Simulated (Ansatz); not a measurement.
CsLiCr2Te2S3:

```
Cs Li Cr Te S
1.0
     3.60358    0.00000    0.00000
    -1.80179    3.12079    0.00000
     0.00000    0.00000   19.06651
Cs Li Cr Te S
1 1 2 2 3
Direct
  0.00000 0.00000 0.37399
  0.66667 0.33333 0.01607
  0.00000 0.00000 0.86637
  0.33333 0.66667 0.16833
  0.33333 0.66667 0.53891
  0.66667 0.33333 0.77276
  0.00000 0.00000 0.10030
  0.33333 0.66667 0.92920
  0.66667 0.33333 0.23408
```

The cell was built by a generator and needn't be a form met in nature.

Base run:

| Quantity | Value |
| --- | --- |
| Program | Ansatz 0.2.0 |
| Functional | revPBE |
| Potentials or basis | Ansatz PAW |
| Cutoff | 420 eV (not typed: the program's choice for these potentials) |
| k mesh | 9 × 9 × 2 |
| Occupations | fermi-dirac, width 0.05 eV |
| Spin | collinear spin, ferromagnetic start |
| Starting moments | [0.0, 0.0, 3.0, 3.0, 0.0, 0.0, 0.0, 0.0, 0.0] μB |

Its results: band gap on the k mesh none (metal or under the smearing width); pressure 1.6 GPa; net moment 5.65 μB per cell; site moments Cs +0.00; Li -0.01; Cr +2.61, +2.75; Te -0.01, -0.15; S -0.05, -0.07, -0.06 μB; largest force 0.088 eV/Å.

Task: The run is repeated on the same cell with these changes: functional from revPBE to PBE. What comes out?

Result: Band gap on the k mesh none (metal or under the smearing width); pressure 0.0 GPa; net moment 5.64 μB per cell; site moments Cs +0.00; Li -0.01; Cr +2.58, +2.74; Te -0.01, -0.15; S -0.05, -0.06 μB; largest force 0.033 eV/Å.

PBE binds more tightly than revPBE, so the same cell stands under less pressure.

Caveats: only a ferromagnetic start was run, and an antiferromagnetic order may lie lower in energy; spin-orbit coupling is left out, which moves the levels of the heavy elements (some runs); the PAW data sets come from PBE, with cores solved anew for the run's functional, which leaves a small shift of forces and pressure (some runs); the density of states is complete only up to the lowest level of the last band computed (some runs).
